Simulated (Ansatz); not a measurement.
# F2H4O2Zr: the cost of one run

All numbers below are computed with Ansatz 0.2.0 (RKS BHLYP/def2-SVP).

## (1) The structure to begin with

Bond lengths: Zr1–F2 2.330 Å, Zr1–O3 2.070 Å, O3–H4 1.010 Å, Zr1–O5 2.069 Å, O5–H6 1.010 Å, Zr1–F7 1.979 Å, Zr1–H8 2.150 Å, Zr1–H9 2.262 Å. Angles (14 of 17 angles, heavy atoms first): F2–Zr1–O3 109.4°, F2–Zr1–O5 109.5°, F2–Zr1–F7 109.5°, O3–Zr1–O5 109.5°, O3–Zr1–F7 109.5°, O5–Zr1–F7 109.5°, F2–Zr1–H8 71.6°, F2–Zr1–H9 41.0°, O3–Zr1–H8 67.1°, O3–Zr1–H9 84.8°, O5–Zr1–H8 72.9°, O5–Zr1–H9 88.6°, F7–Zr1–H8 176.5°, F7–Zr1–H9 150.3°.

Coordinates:

```xyz
9

Zr    0.0000    0.0000    0.0000
F     0.0000    0.0000    2.3300
O     1.9520    0.0000   -0.6893
H     2.2684   -0.9521   -0.8060
O    -0.9750    1.6891   -0.6893
H    -1.9328    1.4584   -0.9117
F    -0.9326   -1.6157   -0.6593
H     1.1276    1.7004    0.6779
H     0.8196    1.2360    1.7078
```

## (2) Pulling towards end A

Springs on the bonds that form and break draw the guess towards this end; the thresholds are loose.

File input.yaml:

```yaml
crystal:
  periodic: [false, false, false]
  atoms:
    - { symbol: Zr, position_ang: [0.0, 0.0, 0.0] }
    - { symbol: F, position_ang: [0.0, 0.0, 2.33] }
    - { symbol: O, position_ang: [1.952, 0.0, -0.6893] }
    - { symbol: H, position_ang: [2.2684, -0.9521, -0.806] }
    - { symbol: O, position_ang: [-0.975, 1.6891, -0.6893] }
    - { symbol: H, position_ang: [-1.9328, 1.4584, -0.9117] }
    - { symbol: F, position_ang: [-0.9326, -1.6157, -0.6593] }
    - { symbol: H, position_ang: [1.1276, 1.7004, 0.6779] }
    - { symbol: H, position_ang: [0.8196, 1.236, 1.7078] }
basis:
  gaussian: { orbitals: def2-SVP }
hamiltonian:
  xc: { name: BHLYP }
relax:
  f_tol: 0.15
  max_steps: 25
  restrain:
    - { distance: [0, 7], at: 3.05, k: 30.0 }
    - { distance: [8, 1], at: 2.12, k: 30.0 }
    - { distance: [0, 1], at: 1.98, k: 30.0 }
    - { distance: [8, 7], at: 0.66, k: 30.0 }
```

Command:

```console
> ansatz run input.yaml --threads 2 --pin off --max-ram 3072MiB --backend cpu --events-out ev --progress --plain --runs-dir out
```

What time and memory should one allow on 2 threads of Intel Xeon 6975P-C (Granite Rapids), shared host?

About 21 s, with a peak of 0.24 GiB.
